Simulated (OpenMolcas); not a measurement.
**Ag³⁺ among point charges: CASSCF and CASPT2 levels and susceptibility**

How does a field of 4 point charges split the states of Ag³⁺, and what χT follows?

Method: state-averaged CASSCF and CASPT2, spin-orbit coupling by RASSI with atomic mean-field integrals. Code: OpenMolcas 26.06.

### 1 The atom as given

| Property | Result |
| --- | --- |
| Species | Ag³⁺ (silver, Z = 47, 44 electrons) |
| Basis | ANO-RCC-VDZP [6s5p3d1f], 43 functions |
| Scalar Hamiltonian | DKH2, point nucleus |
| Inactive shells | 1s 2s 2p 3s 3p 3d 4s 4p |
| Active space | 8 electrons in 5 orbitals (4d) |
| Some configurations of this space | 4d⁸ |
| Orbitals | optimised for each spin and parity, averaged over all roots |

The outer shells:

4d8
```
4d [↑↓][↑↓][↑↓][↑ ][↑ ]
```

The ion sits among 4 point charges of -2 e arranged as a square (D4h), 2.26 Å from the ion.

The work runs as a chain of OpenMolcas steps in one folder; each step below is one input file. Labels, J, g values, rates, χT and fits are worked out afterwards by a script from the matrices that RASSI stores. The input lists half of the charges; inversion (Group=XYZ) makes the rest.

### 2 One- and two-electron integrals

File a.inp:

```
&GATEWAY
Coord
1

Ag 0.0 0.0 0.0
Basis=ANO-RCC-VDZP
Group=XYZ
NoMove
AngMom=0.0 0.0 0.0
AMFI
XField
2 Angstrom 0
2.260000 0.000000 0.000000 -2.000000
0.000000 2.260000 0.000000 -2.000000
&SEWARD
```

Run with:

```bash
$ OMP_NUM_THREADS=1 MOLCAS_MEM=1689 MOLCAS_PROJECT=a pymolcas a.inp > a.log
```

### 3 CASSCF: triplets of even parity, 10 roots

File a.inp:

```
&RASSCF
FileOrb=start.orb
Symmetry=1
Spin=3
nActEl=8 0 0
Inactive=9 9
Ras2=5 0
CIRoot=10 10 1
SDav=10
CIMx=300
Iter=120 100
PrWF=0.3
OrbListing=Nothing
MaxOrb=0
>>> COPY $Project.JobIph JOB001
```

start.orb holds the contracted functions of the basis, ordered by shell, or the orbitals of the step before.

### 4 Reference wave functions, singlets of even parity, 15 roots

File a.inp:

```
&RASSCF
FileOrb=start.orb
Symmetry=1
Spin=1
nActEl=8 0 0
Inactive=9 9
Ras2=5 0
CIRoot=15 15 1
SDav=15
CIMx=300
Iter=120 100
PrWF=0.3
OrbListing=Nothing
MaxOrb=0
>>> COPY $Project.JobIph JOB002
```

### 5 RASSI: spin-orbit coupling between the states

File a.inp:

```
&RASSI
NrOfJobIphs=2 10 15
1 2 3 4 5 6 7 8 9 10
1 2 3 4 5 6 7 8 9 10 11 12 13 14 15
IphNames
JOB001
JOB002
EJob
SpinOrbit
DIPRint=1.0
SOCoupling=1000.0
Subsets=2
Property=9
'ANGMOM' 1 'ANGMOM' 2 'ANGMOM' 3 'MLTPL  1' 1 'MLTPL  1' 2 'MLTPL  1' 3
'AMFI' 1 'AMFI' 2 'AMFI' 3
SOProperty=3
'ANGMOM' 1 'ANGMOM' 2 'ANGMOM' 3
```

### 6 CASPT2: IPEA 0.25, imaginary shift 0.1 (closed shells correlated: 4s 4p)

File a.inp:

```
>>> COPY JOB001 $Project.JobIph
&CASPT2
Multistate=10 1 2 3 4 5 6 7 8 9 10
NoMult
Frozen=8 6
IPEA=0.25
Imaginary=0.1
MaxIter=60
WThr=0.0 0.3 0.05
PrWF=0.5
NoMix
>>> COPY JOB002 $Project.JobIph
&CASPT2
Multistate=15 1 2 3 4 5 6 7 8 9 10 11 12 13 14 15
NoMult
Frozen=8 6
IPEA=0.25
Imaginary=0.1
MaxIter=60
WThr=0.0 0.3 0.05
PrWF=0.5
NoMix
```

(Steps that only read results are left out.)

**Question.** What will these runs give? Wanted: spin-free ground state; first state of the same spin within the active space; lowest level; next level.

**Answer**, as computed:

| quantity | value |
| --- | --- |
| method | SS-CASPT2, IPEA 0.25, imaginary shift 0.1 (closed shells correlated: 4s 4p) |
| spin-free ground state | 3A2, 1-fold in its orbital part |
| first state of the same spin within the active space | 3E at 410 cm⁻¹ |
| lowest level | 1-fold A1 |
| next level | 213.7 cm⁻¹ |
| χT at 300 K | 2.65 cm³ K/mol |
| effective moment at 300 K | 4.60 μB |

Cost by method:

```csv
method,time of its own steps,time with the reference
A. CASSCF,4.6 s,4.6 s
"B. SS-CASPT2, IPEA 0.25, imaginary shift 0.1, +4s 4p",1.5 s,6.1 s
```

Times are of one thread on a shared host.

What this shows: The spin-free ground state (3A2) comes to 60 % from free-ion F terms and keeps the highest spin of the shell. χT at 300 K is 2.65, against 1.00 cm³ K/mol for the spin alone, so orbital moment adds to it. The field of point charges can differ much from that of real complexes. Point charges carry no covalency, so the field is a model and not that of real ligands.
